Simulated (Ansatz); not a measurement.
# Ge2Sb: a trial structure relaxed, part 2 of 2

The task: take a trial cell of Ge2Sb to zero force and stress.

Ansatz 0.2.0; DFT PBE, scalar-relativistic, plane waves, PAW. Earlier steps stand in the parts before.

**4. Full relaxation**

The end of the coarse run is made exact in the group found at a tolerance of 0.06 Å and reduced to its primitive cell.

input.yaml reads:

```yaml
crystal:
  lattice:
    - [3.80540287, 0.0, 0.0]
    - [0.0, 3.80540287, 0.0]
    - [0.0, 0.0, 5.4039395957]
  atoms:
    - { symbol: Ge, position: [0.5, 0.5, 0.2552682232] }
    - { symbol: Ge, position: [0.5, 0.5, 0.7447317768] }
    - { symbol: Sb, position: [0.0, 0.0, 0.0] }
basis:
  ecutwfc: 420
kpoints:
  mp_grid: { grid: [12, 12, 10] }
hamiltonian:
  xc: pbe
scf:
  occupations: { method: gaussian, width: 0.1 }
output:
  forces: true
  stress: true
  eigenvalues: true
relax:
  adjacent_minimum: "off"
  f_tol: 0.01
  max_steps: 80
  cell: { stress_tol: 0.05 }
```

Launch:

```
> ansatz run input.yaml --threads 1 --pin off --max-ram 2560MiB --backend cpu --events-out ev --progress --plain --runs-dir out
```

The program printed:

```text
Warning: RAYON_NUM_THREADS=1 ignored (pool sized by the plan → 1); use --threads N
Engine: ansatz 0.2.0, x86_64-unknown-linux-gnu
Pseudopotentials: kind: paw
Pseudopotential: Ge, paw, valence charge 14, recommended cutoff 420 eV (normal), Ge.paw.azcp
Pseudopotential: Sb, paw, valence charge 15, recommended cutoff 420 eV (normal), Sb.paw.azcp
Functional definition: PBE
  parameter kappa = 0.804
  parameter beta = 0.06672455060314922
  exchange = pbe_x(kappa = kappa, mu = beta*pi^2/3)
  correlation = pbe_c(beta = beta)
Crystal: 3 atoms, lattice volume = 78.255 Å³
Basis set: ecut = 420 eV, 1499 PW (Γ), exchange–correlation on 54×54×80 points (8 copies of the dense FFT grid, shifted against one another)
Bands: 26, of which v1, the nominal top of the filled ones, is band 22 counted from 1 (21 counted from 0)
Symmetry: 16 space group operations
Space group: P4/mmm (ITA 123), of the structure as read, at distance tolerance 4.3e-5 Å
k-points: 168 of 1440
Non-local potential: Ge, projectors of the file, l = 0: 2, l = 1: 2, l = 2: 3, l = 3: 1
Non-local potential: Sb, projectors of the file, l = 0: 2, l = 1: 2, l = 2: 2, l = 3: 2
PAW form: soft (Blöchl's): semilocal exchange-correlation on the pseudo side does not see the compensation charge
PAW one-centre angular grid: Ge, 590 points (default); XC on 64 Gauss nodes
PAW one-centre angular grid: Sb, 590 points (default); XC on 64 Gauss nodes
Initial density: superposition of atomic densities (neutral atoms: chi_scale 0, normalization atom), corrected by the library's trained network
Initial wavefunctions: pseudopotential atomic-orbital guess
Functional: x = pbe(κ = 0.804, μ = 0.2195149727645171), c = pbe(β = 0.06672455060314922)
SCF iter   1: F=—  HF=-15073.397358 eV  |F-HF|=—  |Δ(HF+E_count)|=         —  Δρ=1.40e-3  dr2=1.35e-3  ethr=1.77e-3  ⟨swp⟩=5.8  Hψ=18429  notcnv=0
preconditioner: auto → LDOS  [metal: Δε(μ)=0.032 eV  Ē_g=7.801 eV  σ=0.100 eV  W_gap=0.17  n_scr=20 (ndim 8)  ℏωp=15.1 eV  f_vac=0.047  D(μ)=1.34/eV (n_scr^D=6)  β→1.0]
SCF iter   2: F=—  HF=-15073.397027 eV  |F-HF|=—  |Δ(HF+E_count)|=   3.31e-4  Δρ=7.42e-4  dr2=3.47e-4  ethr=3.15e-6  ⟨swp⟩=2.0  Hψ=9337  notcnv=0
SCF iter   3: F=—  HF=-15073.396852 eV  |F-HF|=—  |Δ(HF+E_count)|=   1.75e-4  Δρ=2.23e-4  dr2=3.54e-5  ethr=8.08e-7  ⟨swp⟩=2.0  Hψ=7927  notcnv=0
SCF iter   4: F=—  HF=-15073.396784 eV  |F-HF|=—  |Δ(HF+E_count)|=   6.85e-5  Δρ=8.11e-5  dr2=4.73e-6  ethr=8.22e-8  ⟨swp⟩=2.0  Hψ=7084  notcnv=0
SCF iter   5: F=—  HF=-15073.396783 eV  |F-HF|=—  |Δ(HF+E_count)|=   9.64e-7  Δρ=2.10e-5  dr2=2.71e-7  ethr=1.10e-8  ⟨swp⟩=2.0  Hψ=7924  notcnv=0
SCF iter   6: F=-15073.396783 eV  HF=-15073.396783 eV  |F-HF|=1.12e-8  |Δ(HF+E_count)|=   1.75e-8  Δρ=4.73e-6  dr2=2.63e-8  ethr=2.33e-10  ⟨swp⟩=6.8  Hψ=20171  notcnv=0
SCF 1 converged in 6 iterations: F = -15073.396783 eV  dr2 = 2.63e-8
relax step   1: F+E_penalty+E_count = -15073.39678286 eV  Δ(F+E_penalty+E_count) = +0.000e0 eV  max|allowed force component| = 1.547e-2 eV/Å  Δτ_max = 0.0000 Å  P = -0.038 GPa  Ω = 78.255 Å³  (6 SCF iters, dr2 threshold 1.00e-7 eV, accepted)
Crystal: 3 atoms, lattice volume = 77.708 Å³
Basis set: ecut = 420 eV, 1507 PW (Γ), exchange–correlation on 54×54×80 points (8 copies of the dense FFT grid, shifted against one another)
Initial density: handed on by an earlier stage of this run
Initial wavefunctions: those handed on with the density
iter 1 solved again at ethr=7.67e-7 eV; its pass at ethr=3.10e-3 eV (dr2=3.30e-4 eV) is discarded
SCF iter   1: F=—  HF=-15073.403765 eV  |F-HF|=—  |Δ(HF+E_count)|=         —  Δρ=5.72e-4  dr2=3.06e-4  ethr=7.67e-7  ⟨swp⟩=2.2  Hψ=26015  notcnv=0
preconditioner: auto → LDOS  [metal: Δε(μ)=0.017 eV  Ē_g=7.825 eV  σ=0.100 eV  W_gap=0.09  n_scr=20 (ndim 8)  ℏωp=15.2 eV  f_vac=0.049  D(μ)=1.22/eV (n_scr^D=6)  β→1.0]
SCF iter   2: F=—  HF=-15073.403698 eV  |F-HF|=—  |Δ(HF+E_count)|=   6.68e-5  Δρ=1.63e-4  dr2=2.97e-5  ethr=7.11e-7  ⟨swp⟩=2.0  Hψ=5449  notcnv=0
SCF iter   3: F=—  HF=-15073.403659 eV  |F-HF|=—  |Δ(HF+E_count)|=   3.93e-5  Δρ=5.94e-5  dr2=5.76e-6  ethr=6.90e-8  ⟨swp⟩=2.0  Hψ=7157  notcnv=0
SCF iter   4: F=-15073.403658 eV  HF=-15073.403658 eV  |F-HF|=2.33e-8  |Δ(HF+E_count)|=   1.50e-6  Δρ=1.05e-5  dr2=1.02e-7  ethr=6.98e-10  ⟨swp⟩=4.0  Hψ=19112  notcnv=0
SCF 2 converged in 4 iterations: F = -15073.403658 eV  dr2 = 1.02e-7
relax step   2: F+E_penalty+E_count = -15073.40365768 eV  Δ(F+E_penalty+E_count) = -6.875e-3 eV  max|allowed force component| = 8.084e-3 eV/Å  Δτ_max = 0.0030 Å  P = +0.237 GPa  Ω = 77.708 Å³  energy of the carried Pulay correction = +9.586e-5 eV  (4 SCF iters, dr2 threshold 3.00e-7 eV, accepted)
Crystal: 3 atoms, lattice volume = 78.277 Å³
iter 1 solved again at ethr=1.05e-6 eV; its pass at ethr=3.10e-3 eV (dr2=4.51e-4 eV) is discarded
SCF iter   1: F=—  HF=-15073.404710 eV  |F-HF|=—  |Δ(HF+E_count)|=         —  Δρ=5.55e-4  dr2=4.52e-4  ethr=1.05e-6  ⟨swp⟩=2.4  Hψ=25337  notcnv=0
preconditioner: auto → LDOS  [metal: Δε(μ)=0.017 eV  Ē_g=7.786 eV  σ=0.100 eV  W_gap=0.10  n_scr=20 (ndim 8)  ℏωp=15.1 eV  f_vac=0.052  D(μ)=1.21/eV (n_scr^D=6)  β→1.0]
SCF iter   2: F=—  HF=-15073.404586 eV  |F-HF|=—  |Δ(HF+E_count)|=   1.24e-4  Δρ=1.79e-4  dr2=3.44e-5  ethr=1.05e-6  ⟨swp⟩=2.0  Hψ=5441  notcnv=0
SCF iter   3: F=—  HF=-15073.404545 eV  |F-HF|=—  |Δ(HF+E_count)|=   4.16e-5  Δρ=4.99e-5  dr2=4.48e-6  ethr=7.99e-8  ⟨swp⟩=2.1  Hψ=7254  notcnv=0
SCF iter   4: F=-15073.404544 eV  HF=-15073.404544 eV  |F-HF|=4.21e-8  |Δ(HF+E_count)|=   1.18e-6  Δρ=1.19e-5  dr2=1.12e-7  ethr=6.98e-10  ⟨swp⟩=4.2  Hψ=20451  notcnv=0
SCF 3 converged in 4 iterations: F = -15073.404544 eV  dr2 = 1.12e-7
relax step   3: F+E_penalty+E_count = -15073.40454371 eV  Δ(F+E_penalty+E_count) = -8.860e-4 eV  max|allowed force component| = 3.562e-2 eV/Å  Δτ_max = 0.0028 Å  P = -0.177 GPa  Ω = 78.277 Å³  energy of the carried Pulay correction = -3.894e-6 eV  (4 SCF iters, dr2 threshold 3.00e-7 eV, accepted)
Crystal: 3 atoms, lattice volume = 78.079 Å³
iter 1 solved again at ethr=6.02e-8 eV; its pass at ethr=3.10e-3 eV (dr2=2.59e-5 eV) is discarded
SCF iter   1: F=—  HF=-15073.404886 eV  |F-HF|=—  |Δ(HF+E_count)|=         —  Δρ=1.62e-4  dr2=2.72e-5  ethr=6.02e-8  ⟨swp⟩=3.1  Hψ=23311  notcnv=0
preconditioner: auto → LDOS  [metal: Δε(μ)=0.014 eV  Ē_g=7.803 eV  σ=0.100 eV  W_gap=0.08  n_scr=20 (ndim 8)  ℏωp=15.2 eV  f_vac=0.051  D(μ)=1.22/eV (n_scr^D=6)  β→1.0]
SCF iter   2: F=—  HF=-15073.404848 eV  |F-HF|=—  |Δ(HF+E_count)|=   3.76e-5  Δρ=6.21e-5  dr2=4.71e-6  ethr=6.02e-8  ⟨swp⟩=3.0  Hψ=8053  notcnv=0
SCF iter   3: F=—  HF=-15073.404847 eV  |F-HF|=—  |Δ(HF+E_count)|=   8.74e-7  Δρ=2.00e-5  dr2=8.19e-7  ethr=1.09e-8  ⟨swp⟩=2.0  Hψ=7155  notcnv=0
SCF iter   4: F=-15073.404847 eV  HF=-15073.404847 eV  |F-HF|=9.13e-9  |Δ(HF+E_count)|=   2.26e-7  Δρ=3.82e-6  dr2=2.36e-8  ethr=4.18e-10  ⟨swp⟩=5.6  Hψ=17845  notcnv=0
SCF 4 converged in 4 iterations: F = -15073.404847 eV  dr2 = 2.36e-8
relax step   4: F+E_penalty+E_count = -15073.40484687 eV  Δ(F+E_penalty+E_count) = -3.032e-4 eV  max|allowed force component| = 9.560e-3 eV/Å  Δτ_max = 0.0041 Å  P = +0.009 GPa  Ω = 78.079 Å³  energy of the carried Pulay correction = +3.070e-5 eV  (4 SCF iters, dr2 threshold 1.80e-7 eV, accepted)
Initial wavefunctions: pseudopotential atomic-orbital guess (no wavefunctions were taken with the density)
iter 1 solved again at ethr=1.89e-7 eV; its pass at ethr=3.10e-3 eV (dr2=8.11e-5 eV) is discarded
SCF iter   1: F=—  HF=-15073.401658 eV  |F-HF|=—  |Δ(HF+E_count)|=         —  Δρ=5.34e-4  dr2=6.31e-6  ethr=1.89e-7  ⟨swp⟩=2.7  Hψ=28301  notcnv=0
preconditioner: auto → LDOS  [metal: Δε(μ)=0.015 eV  Ē_g=7.803 eV  σ=0.100 eV  W_gap=0.08  n_scr=20 (ndim 8)  ℏωp=15.2 eV  f_vac=0.053  D(μ)=1.22/eV (n_scr^D=6)  β→1.0]
SCF iter   2: F=—  HF=-15073.404808 eV  |F-HF|=—  |Δ(HF+E_count)|=   3.15e-3  Δρ=1.97e-5  dr2=1.68e-6  ethr=1.47e-8  ⟨swp⟩=2.4  Hψ=5547  notcnv=0
SCF iter   3: F=—  HF=-15073.404807 eV  |F-HF|=—  |Δ(HF+E_count)|=   2.30e-7  Δρ=1.29e-5  dr2=1.39e-7  ethr=3.90e-9  ⟨swp⟩=2.0  Hψ=5346  notcnv=0
SCF iter   4: F=—  HF=-15073.404808 eV  |F-HF|=—  |Δ(HF+E_count)|=   5.49e-7  Δρ=4.81e-6  dr2=5.17e-8  ethr=3.24e-10  ⟨swp⟩=2.0  Hψ=7152  notcnv=0
SCF iter   5: F=—  HF=-15073.404808 eV  |F-HF|=—  |Δ(HF+E_count)|=   3.68e-8  Δρ=1.24e-6  dr2=4.76e-9  ethr=1.20e-10  ⟨swp⟩=3.0  Hψ=7233  notcnv=0
SCF iter   6: F=—  HF=-15073.404808 eV  |F-HF|=—  |Δ(HF+E_count)|=  8.62e-10  Δρ=4.44e-7  dr2=1.46e-10  ethr=1.11e-11  ⟨swp⟩=2.0  Hψ=7152  notcnv=0
SCF iter   7: F=-15073.404808 eV  HF=-15073.404808 eV  |F-HF|=7.28e-12  |Δ(HF+E_count)|=  9.09e-11  Δρ=7.34e-8  dr2=3.61e-12  ethr=1.00e-12  ⟨swp⟩=6.1  Hψ=19792  notcnv=0
SCF 5 converged in 7 iterations: F = -15073.404808 eV  dr2 = 3.61e-12
relax step   5: F+E_penalty+E_count = -15073.40480787 eV  Δ(F+E_penalty+E_count) = +3.900e-5 eV  max|allowed force component| = 9.544e-3 eV/Å  Δτ_max = 0.0000 Å  P = +0.010 GPa  Ω = 78.079 Å³  stress off target by 2.00e-2 GPa  SCF on the basis re-selected at this cell (its energy is not comparable with the rows above)  (7 SCF iters)
basis re-selected at this cell: Δ(F+E_penalty+E_count) = +3.900e-5 eV, ΔP = +0.001 GPa vs the last step (what re-selecting the basis moved, of the pressure what is left beyond the Pulay correction that the steps carried, after the strain that the cell walked since its last selection, with what the two solves' SCF thresholds leave and, on support functions, any second-order correction that the steps lacked; it is no measure of the basis error at this ecutwfc). This SCF's stress stands 2.00e-2 GPa from its target on what of the cell is left free (relax.cell.stress_tol is 5.00e-2 GPa) and its largest allowed force component is 9.54e-3 eV/Å (relax.f_tol is 1.00e-2 eV/Å): within both
SCF converged after 7 iterations
Free energy (F): -15073.404808 eV
Harris-Foulkes:  -15073.404808 eV  (|F-HF|=7.28e-12)
Internal energy: -15073.398699 eV  (E = F + TS)
E sigma→0 (E₀):  -15073.401754 eV
Entropy (-TS):   -0.006108 eV (-2.036 meV/atom)
Fermi energy:    8.695481 eV
--- Per-component energies (eV) ---
  E_band       = -481.224967
  E_kinetic    = 425.672925
  E_local      = -6618.576106  (includes V_loc(G=0)·N_el)
  E_nonlocal   = 1191.712013
  E_hartree    = 2924.650643
  E_xc         = -288.584304
  E_vxc        = -223.783629  (∫ρ·V_xc dr)
  E_paw        = -8607.059822  (= ΣΔE_a)
  E_vpaw       = -1105.552108  (= ΣTr[D̂ρ^β])
  E_aug_tail   = 0.000588  (compensation charges beyond the density's cutoff)
  E_ewald      = -4101.214635
  E_smearing   = -0.006108  (= −TS)
  E_closure    = -0.000000  (closes the sum)
  Σ components = -15073.404808   (vs F -15073.404808, Δ=0.00e0)
--- Forces (eV/Å), atoms counted from 1 ---
  atom   1  Ge    -0.00000000     0.00000000     0.00954398
  atom   2  Ge    -0.00000000     0.00000000    -0.00954398
  atom   3  Sb    -0.00000000     0.00000000     0.00000000
  max |Σ_I F_I| component: 1.39e-17 eV/Å
--- Stress (GPa, compression-positive) ---
        0.019952       0.000000       0.000000
        0.000000       0.019952       0.000000
        0.000000       0.000000      -0.010208
  P = ⅓ Tr σ = 0.0099 GPa (0.099 kbar)
--- Band table (eV; the first three rows and the last of 168) ---
  k-point 0: bands = ["-20.4927", "-20.4764", "-20.4537", "-20.4536", "-20.4536", "-16.1637", "-16.0954", "-16.0954", "-16.0789", "-16.0720", "-16.0709", "-16.0663", "-16.0278", "-16.0278", "-15.9785", "-3.8949", "1.2673", "2.0101", "6.5719", "6.8248", "6.8248", "10.5646", "11.6437", "11.6437", "12.1351", "13.4971"]
  k-point 1: bands = ["-20.4927", "-20.4764", "-20.4537", "-20.4536", "-20.4536", "-16.1593", "-16.0938", "-16.0938", "-16.0787", "-16.0718", "-16.0711", "-16.0664", "-16.0295", "-16.0295", "-15.9829", "-3.8682", "0.8056", "2.5137", "6.6315", "6.8515", "6.8515", "10.4442", "11.4077", "11.4077", "12.1641", "13.7629"]
  k-point 2: bands = ["-20.4927", "-20.4764", "-20.4537", "-20.4536", "-20.4536", "-16.1465", "-16.0891", "-16.0891", "-16.0782", "-16.0717", "-16.0715", "-16.0667", "-16.0342", "-16.0342", "-15.9956", "-3.7938", "0.1835", "3.2424", "6.8161", "6.9254", "6.9254", "10.1734", "10.9443", "10.9443", "12.2459", "14.2248"]
  k-point 167: bands = ["-20.4914", "-20.4597", "-20.4597", "-20.4590", "-20.4408", "-16.0817", "-16.0778", "-16.0770", "-16.0686", "-16.0686", "-16.0612", "-16.0604", "-16.0604", "-16.0601", "-16.0500", "0.3616", "0.7508", "1.0066", "3.7267", "3.7267", "6.8882", "6.8882", "7.5591", "10.8009", "11.2681", "14.3887"]
--- Relaxed structure (4 steps of the walk, 4 accepted, 1 SCFs on fresh bases) ---
  F+E_penalty+E_count = -15073.40480787 eV   max|allowed force component| = 9.544e-3 eV/Å   (the final SCF, on the basis selected at the relaxed cell)
  cell:  # Å, volume = 78.0794 Å³
    - [3.765561998263814, -8.567232277618676e-35, 0.0]
    - [-8.567232277618676e-35, 3.765561998263814, 0.0]
    - [0.0, 0.0, 5.506514325375612]
  atoms:
    - { symbol: Ge, position: [0.5, 0.5, 0.25558754607759493] }
    - { symbol: Ge, position: [0.5, 0.5, 0.7444124539224052] }
    - { symbol: Sb, position: [4.250483541395626e-35, -1.6837186741497398e-35, 0.0] }
```

Run time: 57 s. Hardware: 1 thread of Intel Xeon Platinum 8488C (Sapphire Rapids), shared host; peak memory 0.62 GiB.

Relaxation path:

```
step  E - E(step 1) (eV/cell)  largest force component (eV/Å)  pressure (GPa)  volume (Å³)
   1                   0.0000                          0.0155           -0.04        78.25
   2                  -0.0069                          0.0081            0.24        77.71
   3                  -0.0078                          0.0356           -0.18        78.28
   4                  -0.0081                          0.0096            0.01        78.08
   5                  -0.0080                          0.0095            0.01        78.08
```

Step 1 is the start. Step 5 repeats the geometry before it on a plane-wave basis chosen anew for that cell, so its energy need not be comparable with the rows above.

|  | before | after | change |
| --- | --- | --- | --- |
| a (Å) | 3.805 | 3.766 | -1.0 % |
| b (Å) | 3.805 | 3.766 | -1.0 % |
| c (Å) | 5.404 | 5.507 | +1.9 % |
| volume (Å³/atom) | 26.08 | 26.03 | -0.2 % |
| shortest distance (Å) | 2.645 | 2.692 | +1.8 % |
| space group (0.01 Å) | P4/mmm | P4/mmm | same |

The run keeps the 16 symmetry operations of the start, so it could not have lowered the symmetry.

**5. Changed: structure, spin_polarized true**

input.yaml reads:

```yaml
crystal:
  lattice:
    - [3.7655619983, 0.0, 0.0]
    - [0.0, 3.7655619983, 0.0]
    - [0.0, 0.0, 5.5065143254]
  atoms:
    - { symbol: Ge, position: [0.5, 0.5, 0.2555875461] }
    - { symbol: Ge, position: [0.5, 0.5, 0.7444124539] }
    - { symbol: Sb, position: [0.0, 0.0, 0.0] }
basis:
  ecutwfc: 420
kpoints:
  mp_grid: { grid: [12, 12, 10] }
hamiltonian:
  xc: pbe
scf:
  occupations: { method: gaussian, width: 0.1 }
output:
  forces: true
  eigenvalues: true
  stress: true
magnetization:
  spin_polarized: true
```

Launch:

```
> ansatz run input.yaml --threads 1 --pin off --max-ram 2560MiB --backend cpu --events-out ev --progress --plain --runs-dir out
```

The program printed, cut to the lines that bear on the results:

```text
Warning: RAYON_NUM_THREADS=1 ignored (pool sized by the plan → 1); use --threads N
[...]
[... 4 set-up lines as earlier in the session ...]
[...]
Crystal: 3 atoms, lattice volume = 78.079 Å³
Basis set: ecut = 420 eV, 1507 PW (Γ), exchange–correlation on 54×54×80 points (8 copies of the dense FFT grid, shifted against one another)
Bands: 26, of which v1, the nominal top of the filled ones, is band 22 counted from 1 (21 counted from 0)
[... 2 set-up lines as earlier in the session ...]
k-points: 168 of 1440
[...]
SCF converged after 10 iterations
Magnetization: 0.0000 μB (21.5000 up, 21.5000 down)
Absolute magnetization: 0.0000 μB (∫|ρ↑−ρ↓|)
Spin contamination: 0.0000 ħ² per cell (⟨S²⟩ above its minimum at these occupations)
Per-site moments (μB) at R_I (Å): [(0.0, 1.1103350599328767), (0.0, 1.1103350599328767), (0.0, 1.2423369712746821)]
Free energy (F): -15073.404808 eV
[...]
E sigma→0 (E₀):  -15073.401754 eV
Entropy (-TS):   -0.006108 eV (-2.036 meV/atom)
Fermi energy:    8.695478 eV
[...]
--- Forces (eV/Å), atoms counted from 1 ---
  atom   1  Ge     0.00000000     0.00000000     0.00955868
  atom   2  Ge     0.00000000     0.00000000    -0.00955868
  atom   3  Sb    -0.00000000     0.00000000     0.00000000
[...]
--- Stress (GPa, compression-positive) ---
        0.020091       0.000000       0.000000
        0.000000       0.020091       0.000000
        0.000000       0.000000      -0.009973
  P = ⅓ Tr σ = 0.0101 GPa (0.101 kbar)
--- Band table (eV; the first three rows and the last of 336) ---
[... band rows left out ...]
[...]
```

It took 17 s on 1 thread of Intel Xeon Platinum 8488C (Sapphire Rapids), shared host; peak memory 0.75 GiB.

```csv
run,ending,energy change,pressure (GPa),gap (eV),force (eV/Å),cycles,time
step 4,converged,0,0.0,0.00,0.01,-,57 s
variant,converged,0.0 meV/atom,0.0,0.00,0.01,10,17 s
```

With the changed spin polarisation the energy stays within 0.5 meV/atom: no moment was seeded, so none could form, and both runs end non-magnetic.

**6. Outcome**

The summary covers parts 1 to 2. Changes of volume or cell count from the first structure of part 1.

| quantity | value |
| --- | --- |
| symmetry at the end (tolerance 0.05 Å) | space group P4/mmm (No. 123) |
| conventional cell | a = 3.766 Å, b = 3.766 Å, c = 5.507 Å, α = 90.00°, β = 90.00°, γ = 90.00° |
| volume | 26.03 Å³/atom |
| energy over the elements | +0.35 eV/atom |
| gap on the mesh | none (metal) |

**Reading.** The space group P4/mmm (No. 123) is kept, and the volume per atom grows by 28.4 % from the first guess. With a positive formation energy it can't be a ground state. No finished test with a distortion of lower symmetry is shown, so the end may be a saddle point. Spin-orbit coupling is left out for Sb.
